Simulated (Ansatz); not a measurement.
# C2H4BBr, SMILES BrB1CC1: a rigid scan of one bond length

With Ansatz's Python interface.

Run as a notebook:

In [1]:
```python
import ansatz
import numpy as np
```

In [2]:
```python
SETTINGS = {
    "basis": "def2-SVP",
    "xc": "r2scan0",
}
```

In [3]:
```python
geometry_ang = [
    ("Br", (-2.6955, 0.8786, -0.563)),
    ("B", (-0.8912, 0.2899, -0.188)),
    ("C", (0.6276, 0.5365, 0.1781)),
    ("C", (0.3042, -0.8444, -0.0133)),
    ("H", (1.2486, 0.9776, -0.654)),
    ("H", (0.8066, 0.8635, 1.2455)),
    ("H", (0.5599, -1.3183, -0.9669)),
    ("H", (0.1319, -1.4405, 0.9057)),
]
geometry = ansatz.Crystal.molecule()
for symbol, xyz in geometry_ang:
    geometry = geometry.atom(symbol, xyz)

symbols = [site.symbol for site in geometry.cartesian_sites]
start = np.array([site.position_ang for site in geometry.cartesian_sites])
axis = (start[7] - start[3]) / np.linalg.norm(start[7] - start[3])
moving = [7]
lengths, energies = [0.94, 1.02, 1.11, 1.22, 1.39, 1.66, 2.0, 2.44], []
for length in lengths:
    xyz = start.copy()
    xyz[moving] += (length - np.linalg.norm(start[7] - start[3])) * axis
    point = ansatz.Crystal.molecule()
    for symbol, place in zip(symbols, xyz):
        point = point.atom(symbol, place.tolist())
    model = (
        point.calculation()
        .basis(gaussian=SETTINGS["basis"])
        .functional(SETTINGS["xc"])
        .scf(lower_state_search="off")
        .spin("collinear")
    )
    data = model.run().report
    energies.append(data["free_energy_ev"])
    print(f"r = {length:6.3f} A  E = {energies[-1]:.5f} eV  <S^2> = {abs(data['mean_field']['state']['spin_squared']):.3f}")
```
```text
r =  0.940 A  E = -72847.40383 eV  <S^2> = 0.000
r =  1.020 A  E = -72847.84956 eV  <S^2> = 0.000
r =  1.110 A  E = -72847.94611 eV  <S^2> = 0.000
r =  1.220 A  E = -72847.71969 eV  <S^2> = 0.000
r =  1.390 A  E = -72847.01520 eV  <S^2> = 0.000
r =  1.660 A  E = -72845.68658 eV  <S^2> = 0.000
r =  2.000 A  E = -72844.22444 eV  <S^2> = 0.000
r =  2.440 A  E = -72842.88338 eV  <S^2> = 0.000
```

In [4]:
```python
print("energy above the lowest point (eV):", [round(e - min(energies), 3) for e in energies])
```
```text
energy above the lowest point (eV): [0.542, 0.097, 0.0, 0.226, 0.931, 2.26, 3.722, 5.063]
```

Reading the output:
- These settings explore the input space; basis and method may be short of convergence.
- The rest of the molecule is held rigid at a force-field or estimated start geometry, and the basis set is modest; single-reference methods fail as a bond breaks.
- Wall time of the script: 34 s on 1 thread of Arm Neoverse V2 (shared host), peak memory 0.26 GiB.
